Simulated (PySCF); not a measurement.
**SnSe (SMILES [Se][Sn]): wB97X/def2-TZVP (core potential)**

Aim: the energy change on altering one bond length of SnSe at wB97X/def2-TZVP (core potential), from 2 runs. The job is set up through a Python script.

The results are computed with PySCF 2.14.0.

1 further run of the same task is left out (set aside as unsound or not needed).

## 1. Starting point

The species is SnSe (2 atoms), meant as a singlet with charge 0. SMILES: `[Se][Sn]`. Geometry: relaxed at PBE0-D4/def2-TZVP.

Bond lengths: Se1–Sn2 2.325 Å.

## 2. A single-point energy at wB97X/def2-TZVP (core potential)

The input, calc.py:

```python
from pyscf import gto, dft

mol = gto.Mole()
mol.atom = '''
Se     0.000000     0.000000     0.012340
Sn     0.000000     0.000000     4.406482
'''
mol.basis = 'def2-tzvp'
mol.verbose = 4
mol.max_memory = 1860
mol.charge = 0
mol.ecp = {'Sn': 'def2-svp'}
mol.unit = 'bohr'
mol.build()

ks = dft.RKS(mol, xc='wb97x')
ks.grids.level = 5
ks.conv_tol = 1e-10
ks.kernel()
if not ks.converged:
    ks = ks.newton().run(ks.mo_coeff, ks.mo_occ)

e_final = ks.e_tot
print('E(%s) = %.9f' % ('WB97X', e_final))
```

The run is started by

```
$ OMP_NUM_THREADS=1 python calc.py
```

Log:

```text
PySCF version 2.14.0

[INPUT] num. atoms = 2
[INPUT] num. electrons = 56
[INPUT] charge = 0
[INPUT] spin (= nelec alpha-beta = 2S) = 0
[INPUT] symmetry False subgroup None
[INPUT] Mole.unit = bohr
[INPUT] Symbol           X                Y                Z      unit          X                Y                Z       unit  Magmom
[INPUT]  1 Se     0.000000000000   0.000000000000   0.006530046783 AA    0.000000000000   0.000000000000   0.012340000000 Bohr   0.0
[INPUT]  2 Sn     0.000000000000   0.000000000000   2.331809854729 AA    0.000000000000   0.000000000000   4.406482000000 Bohr   0.0

nuclear repulsion = 170.226633549849
number of shells = 32
number of NR pGTOs = 194
number of NR cGTOs = 98
basis = def2-tzvp
ecp = {'Sn': 'def2-svp'}

[... 56 lines left out ...]
converged SCF energy = -2615.97790787294
E(WB97X) = -2615.977907873
```

It took 23 s on 1 thread of Arm Neoverse V2, shared host; peak memory 0.47 GiB.

## 3. The distorted shape

The input, job.py:

```python
from pyscf import gto, dft

molecule = gto.Mole()
molecule.atom = '''
Se     0.000000     0.000000    -0.342290
Sn     0.000000     0.000000     2.331810
'''
molecule.ecp = {'Sn': 'def2-svp'}
molecule.verbose = 3
molecule.max_memory = 1860
molecule.basis = 'def2-tzvp'
molecule.build()

mf = dft.RKS(molecule, xc='wb97x')
mf.conv_tol = 1e-10
mf.grids.level = 5
mf.kernel()
if not mf.converged:
    mf = mf.newton().run(mf.mo_coeff, mf.mo_occ)

etot = mf.e_tot
print(f'total energy: {etot:.8f} hartree')
```

The run is started by

```
$ OMP_NUM_THREADS=1 python job.py
```

Log:

```text
converged SCF energy = -2615.94180586733
total energy: -2615.94180587 hartree
```

Run time: 26 s. Hardware: 1 thread of Arm Neoverse V2, shared host; peak memory 0.47 GiB.

## 4. Outcome

Level: wB97X/def2-TZVP (core potential).

```
                                                           quantity           value
                                          first shape: total energy  -2615.97791 Eh
                                         first shape: dipole moment          3.43 D
                                           first shape: HOMO energy        -9.13 eV
                                           first shape: LUMO energy        -0.80 eV
                                         first shape: HOMO–LUMO gap         8.32 eV
                                      distorted shape: total energy  -2615.94181 Eh
                                     distorted shape: dipole moment          5.18 D
                                       distorted shape: HOMO energy        -8.35 eV
                                       distorted shape: LUMO energy        -1.47 eV
                                     distorted shape: HOMO–LUMO gap         6.88 eV
energy change with the Se1–Sn2 bond stretched from 2.325 to 2.674 Å        0.982 eV
```

What this shows: With the Se1–Sn2 bond stretched from 2.325 to 2.674 Å the energy rises by 0.98 eV (22.7 kcal/mol). The first shape isn't relaxed at this level, so the change isn't measured from a minimum.
